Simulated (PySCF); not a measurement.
**B3LYP/def2-SVP (core potential) run of InCNClF (SMILES N#[C][In]([F])[Cl])**

Aim: the energy change on altering one bond length of InCNClF at B3LYP/def2-SVP (core potential), from 2 runs. The job is set up through a Python script.

Program for the calculation: PySCF 2.14.0.

1 further run of the same task is left out (set aside as unsound or not needed).

### 1 The system as given

InCNClF has 5 atoms, charge 0, and is taken as a singlet. SMILES: `N#[C][In]([F])[Cl]`. The shape is that of a PBE0-D4/def2-TZVP optimisation.

Bond lengths: N1–C2 1.152 Å, C2–In3 2.082 Å, In3–F4 1.924 Å, In3–Cl5 2.280 Å. Angles: N1–C2–In3 178.9°, C2–In3–F4 118.2°, C2–In3–Cl5 125.8°, F4–In3–Cl5 115.9°.

### 2 The energy at B3LYP/def2-SVP (core potential)

File job.py:

```python
from pyscf import gto, dft

mol = gto.Mole()
mol.atom = [
    ('N', (-1.392600, 1.451400, 1.648800)),
    ('C', (-0.781900, 0.784400, 0.934900)),
    ('In', (0.330400, -0.389600, -0.376400)),
    ('F', (0.434400, -2.280900, -0.039700)),
    ('Cl', (1.459700, 0.361000, -2.209100)),
]
mol.charge = 0
mol.ecp = {'In': 'def2-svp'}
mol.max_memory = 1860
mol.verbose = 3
mol.basis = 'def2-svp'
mol.build()

calc0 = dft.RKS(mol)
calc0.xc = 'b3lyp'
calc0.conv_tol = 1e-10
calc0.grids.level = 5
calc0.kernel()
if not calc0.converged:
    calc0 = calc0.newton().run(calc0.mo_coeff, calc0.mo_occ)

etot = calc0.e_tot
print(f'total energy: {etot:.8f} hartree')
```

Run with:

```bash
OMP_NUM_THREADS=1 python job.py
```

The log of the run:

```text
converged SCF energy = -842.859954793135
total energy: -842.85995479 hartree
```

Wall time 22 s (1 thread of Intel Xeon at 2.70GHz, shared host); peak memory 0.44 GiB.

### 3 The distorted shape at the same level

File calc.py:

```python
from pyscf import gto, dft

mol = gto.M(
    atom='''
N   -1.575799   1.651488   1.862957
C   -0.781900   0.784400   0.934900
In   0.330400  -0.389600  -0.376400
F    0.434400  -2.280900  -0.039700
Cl   1.459700   0.361000  -2.209100
''',
    ecp={'In': 'def2-svp'},
    max_memory=1860,
    basis='def2-svp',
    charge=0,
    verbose=4,
)

mf = dft.RKS(mol, xc='b3lyp')
mf.grids.level = 5
mf.conv_tol = 1e-10
mf.kernel()
if not mf.converged:
    mf = mf.newton().run(mf.mo_coeff, mf.mo_occ)

e_final = mf.e_tot
print('E(%s) = %.9f' % ('B3LYP', e_final))
```

Run with:

```bash
OMP_NUM_THREADS=1 python calc.py
```

The log of the run:

```text
PySCF version 2.14.0

[INPUT] num. atoms = 5
[INPUT] num. electrons = 60
[INPUT] charge = 0
[INPUT] spin (= nelec alpha-beta = 2S) = 0
[INPUT] symmetry False subgroup None
[INPUT] Mole.unit = angstrom
[INPUT] Symbol           X                Y                Z      unit          X                Y                Z       unit  Magmom
[INPUT]  1 N     -1.575799000000   1.651488000000   1.862957000000 AA   -2.977828537363   3.120860018006   3.520478511841 Bohr   0.0
[INPUT]  2 C     -0.781900000000   0.784400000000   0.934900000000 AA   -1.477576856797   1.482301172109   1.766704953856 Bohr   0.0
[INPUT]  3 In     0.330400000000  -0.389600000000  -0.376400000000 AA    0.624365511556  -0.736237298131  -0.711292913286 Bohr   0.0
[INPUT]  4 F      0.434400000000  -2.280900000000  -0.039700000000 AA    0.820897028511  -4.310276317520  -0.075022127145 Bohr   0.0
[INPUT]  5 Cl     1.459700000000   0.361000000000  -2.209100000000 AA    2.758433224028   0.682191130968  -4.174593981777 Bohr   0.0

nuclear repulsion = 267.28579914471
number of shells = 36
number of NR pGTOs = 169
number of NR cGTOs = 86
basis = def2-svp
ecp = {'In': 'def2-svp'}

******** <class 'pyscf.dft.rks.RKS'> ********
method = RKS
initial guess = minao
damping factor = 0
level_shift factor = 0
DIIS = <class 'pyscf.scf.diis.CDIIS'>
diis_start_cycle = 1
diis_space = 8
diis_damp = 0
SCF conv_tol = 1e-10
SCF conv_tol_grad = None
SCF max_cycles = 50
direct_scf = True
direct_scf_tol = 1e-13
XC library pyscf.dft.libxc version 7.0.0
    S. Lehtola, C. Steigemann, M. J.T. Oliveira, and M. A.L. Marques.,  SoftwareX 7, 1–5 (2018)
XC functionals = b3lyp
    P. J. Stephens, F. J. Devlin, C. F. Chabalowski, and M. J. Frisch.,  J. Phys. Chem. 98, 11623 (1994)
radial grids:
    Treutler-Ahlrichs [JCP 102, 346 (1995); DOI:10.1063/1.469408] (M4) radial grids

becke partition: Becke, JCP 88, 2547 (1988); DOI:10.1063/1.454033
pruning grids: <function nwchem_prune>
grids dens level: 5
symmetrized grids: False
atomic radii adjust function: <function treutler_atomic_radii_adjust>
small_rho_cutoff = 0
Set gradient conv threshold to 1e-05
Initial guess from minao.
tot grids = 219344
init E= -821.472864228157
  HOMO = -0.565741216176237  LUMO = -0.551748390402875  gap/eV = 0.38076
cycle= 1 E= -839.245458806345  delta_E= -17.8  |g|=  3.2  |ddm|= 13.1
  HOMO = 0.149140232369559  LUMO = 0.161712122819984  gap/eV = 0.34210
cycle= 2 E= -753.350643032647  delta_E= 85.9  |g|= 12.2  |ddm|= 16.3
  HOMO = -0.269444530297309  LUMO = -0.125559562545445  gap/eV = 3.91531
cycle= 3 E= -840.169620941762  delta_E= -86.8  |g|= 2.85  |ddm|= 14.4
  HOMO = -0.249800912851114  LUMO = -0.137151450267916  gap/eV = 3.06535
cycle= 4 E= -840.248056031717  delta_E= -0.0784  |g|= 2.64  |ddm|= 3.95
  HOMO = -0.270658377138598  LUMO = -0.106911916190202  gap/eV = 4.45577
cycle= 5 E= -842.569092910365  delta_E= -2.32  |g|= 0.732  |ddm|= 2.73
  HOMO = -0.339226763796756  LUMO = -0.157984157225735  gap/eV = 4.93186
cycle= 6 E= -842.713354458107  delta_E= -0.144  |g|= 0.273  |ddm|= 0.705
  HOMO = -0.320303340146654  LUMO = -0.133790848418707  gap/eV = 5.07526
cycle= 7 E= -842.714774581437  delta_E= -0.00142  |g|= 0.262  |ddm|= 0.333
  HOMO = -0.312999022278233  LUMO = -0.125630956436509  gap/eV = 5.09854
cycle= 8 E= -842.722227271057  delta_E= -0.00745  |g|= 0.169  |ddm|= 0.153
  HOMO = -0.322775483719982  LUMO = -0.131724262245331  gap/eV = 5.19877
cycle= 9 E= -842.724201846039  delta_E= -0.00197  |g|= 0.143  |ddm|= 0.0637
  HOMO = -0.320081673246543  LUMO = -0.130446560033274  gap/eV = 5.16023
cycle= 10 E= -842.726680321681  delta_E= -0.00248  |g|= 0.101  |ddm|= 0.0412
  HOMO = -0.319156074706397  LUMO = -0.130887032158987  gap/eV = 5.12306
cycle= 11 E= -842.728880990139  delta_E= -0.0022  |g|= 0.0343  |ddm|= 0.0429
  HOMO = -0.318704174669291  LUMO = -0.130844334220629  gap/eV = 5.11193
cycle= 12 E= -842.729156497568  delta_E= -0.000276  |g|= 0.00388  |ddm|= 0.0193
  HOMO = -0.318819881822441  LUMO = -0.130886150951051  gap/eV = 5.11394
cycle= 13 E= -842.729159790162  delta_E= -3.29e-06  |g|= 0.000833  |ddm|= 0.00255
  HOMO = -0.318816100117469  LUMO = -0.130925966425109  gap/eV = 5.11275
cycle= 14 E= -842.729159970977  delta_E= -1.81e-07  |g|= 0.000235  |ddm|= 0.00083
  HOMO = -0.318803334878856  LUMO = -0.130918992316229  gap/eV = 5.11259
cycle= 15 E= -842.729159985904  delta_E= -1.49e-08  |g|= 2e-05  |ddm|= 0.000224
  HOMO = -0.318802472981347  LUMO = -0.130918931330784  gap/eV = 5.11257
cycle= 16 E= -842.729159986145  delta_E= -2.41e-10  |g|= 9.61e-06  |ddm|= 3.77e-05
  HOMO = -0.318802762153578  LUMO = -0.130919089385595  gap/eV = 5.11258
cycle= 17 E= -842.729159986182  delta_E= -3.71e-11  |g|= 2.76e-06  |ddm|= 1.42e-05
  HOMO = -0.318802585556719  LUMO = -0.130919045447783  gap/eV = 5.11257
Extra cycle  E= -842.72915998616  delta_E= 2.23e-11  |g|= 1.15e-05  |ddm|= 8.67e-06
converged SCF energy = -842.72915998616
E(B3LYP) = -842.729159986
```

Wall time 19 s (1 thread of Intel Xeon at 2.70GHz, shared host); peak memory 0.45 GiB.

### 4 What came out

At B3LYP/def2-SVP (core potential):

| quantity | value |
| --- | --- |
| first shape: total energy | -842.85995 Eh |
| first shape: dipole moment | 1.50 D |
| first shape: HOMO energy | -9.38 eV |
| first shape: LUMO energy | -2.83 eV |
| first shape: HOMO–LUMO gap | 6.55 eV |
| distorted shape: total energy | -842.72916 Eh |
| distorted shape: dipole moment | 1.45 D |
| distorted shape: HOMO energy | -8.68 eV |
| distorted shape: LUMO energy | -3.56 eV |
| distorted shape: HOMO–LUMO gap | 5.11 eV |
| energy change with the N1–C2 bond stretched from 1.152 to 1.498 Å | 3.559 eV |

With the N1–C2 bond stretched from 1.152 to 1.498 Å the energy rises by 3.56 eV (343 kJ/mol). The first shape isn't relaxed at this level, so the change isn't measured from a minimum. Mulliken charges (first shape) run from -0.41 on F4 to +0.75 on In3; they depend strongly on the basis. Mulliken charges (distorted shape) run from -0.40 on F4 to +0.76 on In3.
